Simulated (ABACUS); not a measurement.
# HfIn4SiO6 (P312) in ABACUS: notebook, part 2 of 2

ABACUS 3.10.1. The steps go on from the part before.

### 3 Relaxation of cell and atoms, PBE

run_abacus.py

```python
"""Relaxation by an ASE optimiser with ABACUS as a small file-based calculator."""
import re
import subprocess
import numpy as np
from ase.calculators.calculator import Calculator, all_changes
from ase.filters import FrechetCellFilter
from ase.io import read
from ase.optimize import LBFGS
from ase.stress import full_3x3_to_voigt_6_stress
from ase.units import Bohr, GPa

atoms = read("HfIn4SiO6.cif")
atoms = atoms[(-atoms.numbers).argsort(kind="stable")]  # ABACUS lists atoms element by element
pseudo = {'Hf': 'Hf_ONCV_PBE-1.2.upf', 'In': 'In_ONCV_PBE-1.2.upf', 'Si': 'Si_ONCV_PBE-1.2.upf', 'O': 'O_ONCV_PBE-1.2.upf'}
orbital = {}
magmoms = None
kmesh = [4, 4, 2]
params = {
    'suffix': 'HfIn4SiO6',
    'calculation': 'scf',
    'basis_type': 'pw',
    'pseudo_dir': './',
    'symmetry': 1,
    'dft_functional': 'pbe',
    'ecutwfc': 84,
    'pseudo_rcut': 7,
    'nspin': 1,
    'nbands': 71,
    'ks_solver': 'dav',
    'smearing_method': 'fd',
    'smearing_sigma': 0.00367493,
    'scf_thr': 1e-08,
    'scf_nmax': 100,
    'mixing_type': 'broyden',
    'mixing_beta': 0.7,
    'cal_force': 1,
    'cal_stress': 1,
    'kpar': 4,
}

def write_input(atoms):
    symbols = atoms.get_chemical_symbols()
    elements = list(dict.fromkeys(symbols))
    lines = ["ATOMIC_SPECIES"] + [f"{e} {atoms.get_masses()[symbols.index(e)]:.4f} {pseudo[e]}" for e in elements]
    if orbital:
        lines += ["", "NUMERICAL_ORBITAL"] + [orbital[e] for e in elements]
    lines += ["", "LATTICE_CONSTANT", f"{1 / Bohr:.10f}", "", "LATTICE_VECTORS"]
    lines += [" ".join(f"{x:.10f}" for x in v) for v in atoms.cell]
    lines += ["", "ATOMIC_POSITIONS", "Direct"]
    for e in elements:
        lines += ["", e, "0.0", str(symbols.count(e))]
        for i, p in enumerate(atoms.get_scaled_positions(wrap=False)):
            if symbols[i] == e:
                mag = "" if magmoms is None else " mag " + " ".join(str(x) for x in (magmoms[i] if isinstance(magmoms[i], list) else [magmoms[i]]))
                lines.append(" ".join(f"{x:.10f}" for x in p) + " 1 1 1" + mag)
    open("STRU", "w").write("\n".join(lines) + "\n")
    open("KPT", "w").write("K_POINTS\n0\nGamma\n%d %d %d 0 0 0\n" % tuple(kmesh))
    open("INPUT", "w").write("INPUT_PARAMETERS\n" + "".join(f"{k:<20s}{v}\n" for k, v in params.items()))

class Abacus(Calculator):
    implemented_properties = ["energy", "free_energy", "forces", "stress"]

    def calculate(self, atoms=None, properties=("energy",), system_changes=all_changes):
        super().calculate(atoms, properties, system_changes)
        write_input(self.atoms)
        subprocess.run(['mpirun', '-np', '4', 'abacus'], check=True)
        log = open("OUT.HfIn4SiO6/running_scf.log").read()
        if "charge density convergence is achieved" not in log:
            raise RuntimeError("SCF not converged")
        rows = lambda title, n: np.array([l.split()[-3:] for l in log.split(title)[-1].split("\n")[2:2 + n]], float)
        energy = float(re.findall(r"FINAL_ETOT_IS (\S+)", log)[-1])
        stress = -rows("TOTAL-STRESS", 3) / 10 * GPa  # ABACUS prints kbar, compression positive
        self.results = dict(energy=energy, free_energy=energy, forces=rows("TOTAL-FORCE", len(self.atoms)), stress=full_3x3_to_voigt_6_stress(stress))

atoms.calc = Abacus()
opt = LBFGS(FrechetCellFilter(atoms), logfile="opt.log", trajectory="relax.traj")
print("optimiser converged:", opt.run(fmax=0.03, steps=60))
```

HfIn4SiO6.cif

```cif
data_HfIn4SiO6
_cell_length_a 5.27743000
_cell_length_b 5.27743385
_cell_length_c 10.55905000
_cell_angle_alpha 90.00000000
_cell_angle_beta 90.00000000
_cell_angle_gamma 120.00003858
_space_group_name_H-M_alt 'P1'
_space_group_name_Hall 'P 1'
_space_group_IT_number 1
loop_
_space_group_symop_operation_xyz
'x,y,z'
loop_
_atom_site_label
_atom_site_type_symbol
_atom_site_symmetry_multiplicity
_atom_site_Wyckoff_symbol
_atom_site_fract_x
_atom_site_fract_y
_atom_site_fract_z
_atom_site_occupancy
Hf1 Hf 1 a 0.6666700000 0.3333300000 0.0000000000 1
In1 In 1 a 0.0000000000 0.0000000000 0.3044600000 1
In2 In 1 a 0.0000000000 0.0000000000 0.6955400000 1
In3 In 1 a 0.3333300000 0.6666700000 0.7891900000 1
In4 In 1 a 0.3333300000 0.6666700000 0.2108100000 1
Si1 Si 1 a 0.0000000000 0.0000000000 0.0000000000 1
O1 O 1 a 0.9730000000 0.7049600000 0.8997200000 1
O2 O 1 a 0.2950400000 0.0270000000 0.1002800000 1
O3 O 1 a 0.2950400000 0.2680400000 0.8997200000 1
O4 O 1 a 0.7319600000 0.7049600000 0.1002800000 1
O5 O 1 a 0.7319600000 0.0270000000 0.8997200000 1
O6 O 1 a 0.9730000000 0.2680400000 0.1002800000 1
```

Potentials or basis: SG15 ONCV 1.2 PBE, plane waves.

Launch:

```bash
OMP_NUM_THREADS=1 python run_abacus.py > log
```

It took 22 min on 4 MPI ranks of Intel Xeon Platinum 8375C at 2.90GHz (Ice Lake), shared host; peak memory 2.8 GiB.

Results (log left out):

- Free energy: -14504.8503 eV
- Relaxed volume: 21.23 Å³/atom
- Relaxed cell: a = 5.278 Å, b = 5.278 Å, c = 10.560 Å, α = 90.00°, β = 90.00°, γ = 120.00°
- Space group after relaxing (to 0.05 Å): P312 (No. 149)
- Energy gained by relaxing: 0.0 meV/atom
- Ionic steps: 3
- Pressure after relaxing: 0.1 GPa
- Largest force after relaxing: 0.014 eV/Å
- Band gap on the k mesh: 0.34 eV, indirect (least direct gap 1.69 eV)

Forces on the atoms (eV/Å):
```
Hf  -0.008 -0.003  0.001
In   0.000  0.000  0.014
In   0.000  0.000 -0.014
In   0.001  0.000 -0.008
In   0.001  0.001  0.008
Si   0.003  0.001  0.001
O    0.001  0.006 -0.004
O   -0.003 -0.002  0.002
O   -0.004 -0.002 -0.002
O   -0.001  0.006  0.003
O    0.005 -0.005 -0.004
O    0.006 -0.002  0.004
```

Step by step:
| step | energy change (eV) | largest force (eV/Å) | pressure (GPa) | volume (Å³) |
| --- | --- | --- | --- | --- |
| 1 | 0.0000 | 0.0491 | 0.10 | 254.68 |
| 2 | -0.0002 | 0.0321 | 0.09 | 254.70 |
| 3 | -0.0004 | 0.0145 | 0.06 | 254.73 |

Final structure:
```
Hf In Si O
1.0
     5.27775    0.00000    0.00000
    -2.63888    4.57067    0.00000
     0.00000    0.00000   10.55964
Hf In Si O
1 4 1 6
Direct
  0.66676 0.33336 0.99999
  0.99999 0.00000 0.30456
  0.99999 0.00000 0.69544
  0.33332 0.66667 0.78912
  0.33332 0.66666 0.21088
  0.99999 0.99999 0.00000
  0.97281 0.70449 0.89969
  0.29549 0.02718 0.10031
  0.29549 0.26831 0.89969
  0.73168 0.70450 0.10031
  0.73168 0.02719 0.89969
  0.97281 0.26832 0.10031
```

Levels at points of the mesh, in eV from the valence-band top:
| k point | band 57 | band 58 | band 59 | band 60 | band 61 | band 62 |
| --- | --- | --- | --- | --- | --- | --- |
| (0.00, 0.00, 0.00) | -2.45 | -0.92 | 0.00 | 1.69 | 1.80 | 1.80 |
| (0.50, 0.00, 0.00) | -2.51 | -2.08 | -1.76 | 1.06 | 1.07 | 1.48 |
| (0.00, 0.50, 0.00) | -2.51 | -2.08 | -1.76 | 1.06 | 1.07 | 1.48 |
| (0.50, 0.50, 0.00) | -2.51 | -2.08 | -1.76 | 1.06 | 1.07 | 1.48 |
| (0.00, 0.00, 0.50) | -2.90 | -0.35 | -0.34 | 1.69 | 1.69 | 2.11 |
| (0.50, 0.00, 0.50) | -2.89 | -2.05 | -1.89 | 0.89 | 1.37 | 1.51 |
| (0.00, 0.50, 0.50) | -2.89 | -2.05 | -1.89 | 0.89 | 1.37 | 1.51 |
| (0.50, 0.50, 0.50) | -2.89 | -2.05 | -1.89 | 0.89 | 1.37 | 1.51 |

Caveat: spin-orbit coupling is left out, which moves the levels of the heavy elements.

### 4 Single point, PBE

INPUT

```
INPUT_PARAMETERS
suffix              HfIn4SiO6
calculation         scf
basis_type          lcao
pseudo_dir          ./
orbital_dir         ./
symmetry            1
dft_functional      pbe
ecutwfc             100
pseudo_rcut         7
nspin               1
nbands              63
ks_solver           genelpa
smearing_method     fd
smearing_sigma      0.00367493
scf_thr             1e-07
scf_nmax            100
mixing_type         broyden
mixing_beta         0.7
cal_force           1
cal_stress          1
out_mul             1
out_chg             1
out_pot             2
out_elf             1
```

STRU

```
ATOMIC_SPECIES
Hf 178.4900 Hf.upf
In 114.8180 In.upf
Si 28.0850 Si.upf
O 15.9990 O.upf

NUMERICAL_ORBITAL
Hf_confined-atom_8au_3s2p2d1f.orb
In_confined-atom_8au_2s2p2d.orb
Si_confined-atom_7au_2s2p1d.orb
O_confined-atom_6au_2s2p1d.orb

LATTICE_CONSTANT
1.8897261246

LATTICE_VECTORS
5.2774300000 0.0000000000 0.0000000000
-2.6387200000 4.5703900000 0.0000000000
0.0000000000 0.0000000000 10.5590500000

ATOMIC_POSITIONS
Direct

Hf
0.0
1
0.6666700000 0.3333300000 0.0000000000 1 1 1

In
0.0
4
0.0000000000 0.0000000000 0.3044600000 1 1 1
0.0000000000 0.0000000000 0.6955400000 1 1 1
0.3333300000 0.6666700000 0.7891900000 1 1 1
0.3333300000 0.6666700000 0.2108100000 1 1 1

Si
0.0
1
0.0000000000 0.0000000000 0.0000000000 1 1 1

O
0.0
6
0.9730000000 0.7049600000 0.8997200000 1 1 1
0.2950400000 0.0270000000 0.1002800000 1 1 1
0.2950400000 0.2680400000 0.8997200000 1 1 1
0.7319600000 0.7049600000 0.1002800000 1 1 1
0.7319600000 0.0270000000 0.8997200000 1 1 1
0.9730000000 0.2680400000 0.1002800000 1 1 1
```

KPT

```
K_POINTS
0
Gamma
6 6 3 0 0 0
```

Potentials or basis: PseudoDojo NC SR 0.4.1 PBE standard, DZP LCAO (the cutoffs set its grid).

Launch:

```bash
OMP_NUM_THREADS=1 mpirun -np 4 abacus > log
```

Run time: 84 s. Hardware: 4 MPI ranks of Intel Xeon Platinum 8375C at 2.90GHz (Ice Lake), shared host; peak memory 0.96 GiB.

The run converged. Its results:

| Item | Value |
| --- | --- |
| Free energy | -11590.2115 eV |
| Pressure | 1.1 GPa |
| Largest force | 0.203 eV/Å |
| Band gap on the k mesh | 0.10 eV, indirect (least direct gap 1.75 eV) |
| Mulliken charges | Hf +1.49; In +0.33, +0.51; Si +0.16; O -0.55 e |

Forces on the atoms (eV/Å):
```
Hf  -0.001  0.000  0.000
In   0.000  0.000  0.185
In   0.000  0.000 -0.185
In   0.000  0.000 -0.197
In   0.000  0.000  0.197
Si   0.000  0.000  0.000
O   -0.111 -0.169  0.009
O    0.091  0.181 -0.009
O    0.202 -0.012  0.009
O    0.111 -0.169 -0.009
O   -0.091  0.181  0.009
O   -0.202 -0.012 -0.009
```

Stress tensor (GPa, compression positive):
```
1.13 0.00 0.00
0.00 1.13 0.00
0.00 0.00 1.01
```

Levels at points of the mesh, in eV from the valence-band top:
| k point | band 48 | band 49 | band 50 | band 51 | band 52 | band 53 | band 54 | band 55 | band 56 | band 57 |
| --- | --- | --- | --- | --- | --- | --- | --- | --- | --- | --- |
| (0.00, 0.00, 0.00) | -2.91 | -2.91 | -2.46 | -0.91 | 0.00 | 1.77 | 1.77 | 1.80 | 1.96 | 1.96 |
| (0.50, 0.00, 0.00) | -3.01 | -2.98 | -2.51 | -2.07 | -1.77 | 1.06 | 1.09 | 1.55 | 2.17 | 2.63 |
| (0.00, 0.50, 0.00) | -3.01 | -2.98 | -2.51 | -2.07 | -1.77 | 1.06 | 1.09 | 1.55 | 2.17 | 2.63 |
| (0.50, 0.50, 0.00) | -3.01 | -2.98 | -2.51 | -2.07 | -1.77 | 1.06 | 1.09 | 1.55 | 2.17 | 2.63 |

Caveat: the atomic orbitals were generated for these runs and aren't a published set; Mulliken charges move with the basis; spin-orbit coupling is left out, which moves the levels of the heavy elements; an odd mesh through Γ misses points on the zone boundary, where band edges often lie; the basis of atomic orbitals isn't converged, which shifts pressures, moduli and gaps. A hybrid or GW would open this gap; PBE tends to underestimate it.

### 5 Overview

| task | potentials or basis | cell | k mesh | cutoff (eV) | SCF threshold on the density | eigensolver | optimiser | force threshold | max steps | gap on the mesh (eV) | pressure (GPa) | largest force (eV/Å) |
| --- | --- | --- | --- | --- | --- | --- | --- | --- | --- | --- | --- | --- |
| single point | SG15 ONCV 1.2 PBE, plane waves | as given | 4 × 4 × 2 | 1143 | 1e-08 | dav | - | - | - | 0.34 | 0.1 | 0.05 |
| relaxation of cell and atoms | SG15 ONCV 1.2 PBE, plane waves | relaxed | 4 × 4 × 2 | 1143 | 1e-08 | dav | ASE LBFGS | 0.03 eV/Å | 60 | 0.34 | 0.1 | 0.01 |
| single point | PseudoDojo NC SR 0.4.1 PBE standard, DZP LCAO (the cutoffs set its grid) | as given | 6 × 6 × 3 | 1361 | 1e-07 | genelpa | - | - | - | 0.10 | 1.1 | 0.20 |

Alike in all rows: level PBE; no spin polarisation; smearing fermi-dirac 0.05 eV.

Caveats: spin-orbit coupling is left out, which moves the levels of the heavy elements; the atomic orbitals were generated for these runs and aren't a published set (some runs); an odd mesh through Γ misses points on the zone boundary, where band edges often lie (some runs); the basis of atomic orbitals isn't converged, which shifts pressures, moduli and gaps (some runs).

Absolute energies hang on the potentials; compare differences alone.
